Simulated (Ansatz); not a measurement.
# C2H8BN3: the cost of one run

Program: Ansatz 0.2.0. Level of theory: UHF/STO-3G. These are calculated values, not measurements.

### 1 Starting point

Bond lengths: C1–B2 1.569 Å, B2–N3 1.571 Å, B2–C4 1.564 Å, N3–C4 1.355 Å, C4–N5 1.529 Å, C4–N6 1.438 Å, C1–H7 1.061 Å, C1–H8 1.132 Å, C1–H9 1.163 Å, N3–H10 1.081 Å, N5–H11 1.060 Å, N5–H12 1.045 Å, N6–H13 1.041 Å, N6–H14 1.061 Å. Angles (14 of 24 angles, heavy atoms first): C1–B2–N3 147.4°, C1–B2–C4 152.7°, N3–B2–C4 51.2°, B2–N3–C4 64.2°, B2–C4–N3 64.6°, B2–C4–N5 116.0°, B2–C4–N6 119.9°, N3–C4–N5 111.5°, N3–C4–N6 119.9°, N5–C4–N6 115.3°, B2–C1–H7 112.7°, B2–C1–H8 106.2°, B2–C1–H9 110.7°, B2–N3–H10 104.3°.

Coordinates:

```xyz
14

C    -0.5591   -0.2429    2.1314
B     0.2578   -0.1322    0.7966
N     1.2529   -0.8186   -0.2060
C     0.3703    0.0522   -0.7528
N    -0.6833   -0.6712   -1.5915
N     0.8356    1.2997   -1.2951
H    -0.4277   -1.1784    2.6150
H    -1.6412   -0.0584    1.8559
H    -0.2923    0.6309    2.8505
H     2.1902   -0.3045   -0.0452
H    -1.5733   -0.0962   -1.5478
H    -0.9036   -1.5812   -1.1281
H     1.1468    1.1071   -2.2698
H     0.0140    1.9645   -1.3841
```

### 2 Preparing the start

input.yaml reads:

```yaml
crystal:
  periodic: [false, false, false]
  atoms:
    - { symbol: C, position_ang: [-0.5591, -0.2429, 2.1314] }
    - { symbol: B, position_ang: [0.2578, -0.1322, 0.7966] }
    - { symbol: "N", position_ang: [1.2529, -0.8186, -0.206] }
    - { symbol: C, position_ang: [0.3703, 0.0522, -0.7528] }
    - { symbol: "N", position_ang: [-0.6833, -0.6712, -1.5915] }
    - { symbol: "N", position_ang: [0.8356, 1.2997, -1.2951] }
    - { symbol: H, position_ang: [-0.4277, -1.1784, 2.615] }
    - { symbol: H, position_ang: [-1.6412, -0.0584, 1.8559] }
    - { symbol: H, position_ang: [-0.2923, 0.6309, 2.8505] }
    - { symbol: H, position_ang: [2.1902, -0.3045, -0.0452] }
    - { symbol: H, position_ang: [-1.5733, -0.0962, -1.5478] }
    - { symbol: H, position_ang: [-0.9036, -1.5812, -1.1281] }
    - { symbol: H, position_ang: [1.1468, 1.1071, -2.2698] }
    - { symbol: H, position_ang: [0.014, 1.9645, -1.3841] }
magnetization:
  spin_polarized: true
basis:
  gaussian: { orbitals: STO-3G }
hamiltonian:
  xc: hf
relax:
  f_tol: 0.02
  max_steps: 40
```

Launch:

```
ansatz run input.yaml --threads 1 --pin off --max-ram 2048MiB --backend cpu --events-out ev --progress --plain --runs-dir out
```

**Question.** How long does this run take on 1 thread of Arm Neoverse V1, shared host, and how much memory does it need?

About 34 s, with a peak of 0.11 GiB.
